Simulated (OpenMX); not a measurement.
A run of OpenMX 3.8.5 is set up as follows.

run.py

```python
from ase.io import read
from ase.calculators.openmx import OpenMX
from ase.calculators.mixing import SumCalculator
from dftd4.ase import DFTD4

atoms = read('POSCAR')

def calculator():
    omx = OpenMX(
        label='MoSe',
        command='openmx',
        nohup=True,
        xc='GGA-PBE',
        kpts=(7, 7, 7),
        system_currentdirectory='./',
        data_path='./DFT_DATA13',
        level_of_fileout=0,
        definition_of_atomic_species=[['Mo', 'Mo7.0-s3p2d2', 'Mo_PBE13'], ['Se', 'Se7.0-s3p2d2', 'Se_PBE13']],
        atoms_speciesandcoordinates_unit='Ang',
        atoms_speciesandcoordinates=[['1', 'Mo', '0', '0', '0', 7.0, 7.0], ['2', 'Se', '0', '0', '0', 3.0, 3.0]],
        scf_spinpolarization='off',
        scf_electronictemperature=580.226,
        scf_energycutoff=400.0,
        scf_maxiter=100,
        scf_eigenvaluesolver='band',
        scf_mixing_type='rmm-diisk',
        scf_init_mixing_weight=0.05,
        scf_min_mixing_weight=0.001,
        scf_max_mixing_weight=0.3,
        scf_mixing_history=25,
        scf_mixing_startpulay=8,
        scf_criterion=1e-08,
    )
    return SumCalculator([omx, DFTD4(method='pbe')])

atoms.calc = calculator()
print('stress_eV_A3', atoms.get_stress().round(8).tolist())
print('forces_eV_A', atoms.get_forces().round(6).tolist())
print('energy_eV', round(atoms.get_potential_energy(), 6))
print('dispersion_eV', round(atoms.calc.mixer.calcs[1].get_potential_energy(atoms), 6))
```

The input POSCAR:

```
MoSe
1.0
    0.0000000000      2.8928795100      2.8928795100
    2.8928795100      0.0000000000      2.8928795100
    2.8928795100      2.8928795100      0.0000000000
Mo Se
1 1
Direct
    0.0000000000      0.0000000000      0.0000000000
    0.5000000000      0.5000000000      0.5000000000
```

Potentials or basis: OpenMX 2013 PBE set, Mo7.0-s3p2d2, Se7.0-s3p2d2, grid cutoff 400 Ry.

Launch:

```sh
$ python run.py > run.log
```

Task: Predict the Mulliken charges.

Result: Mo +0.50; Se -0.50 e.

Task: Predict the dispersion energy per atom.

Result: -0.407 eV.

Task: Estimate the pressure.

Result: -22.1 GPa.

Caveat: the basis of atomic orbitals isn't converged, which shifts pressures, moduli and gaps; pairwise dispersion overbinds metals, which lowers pressure and volume.
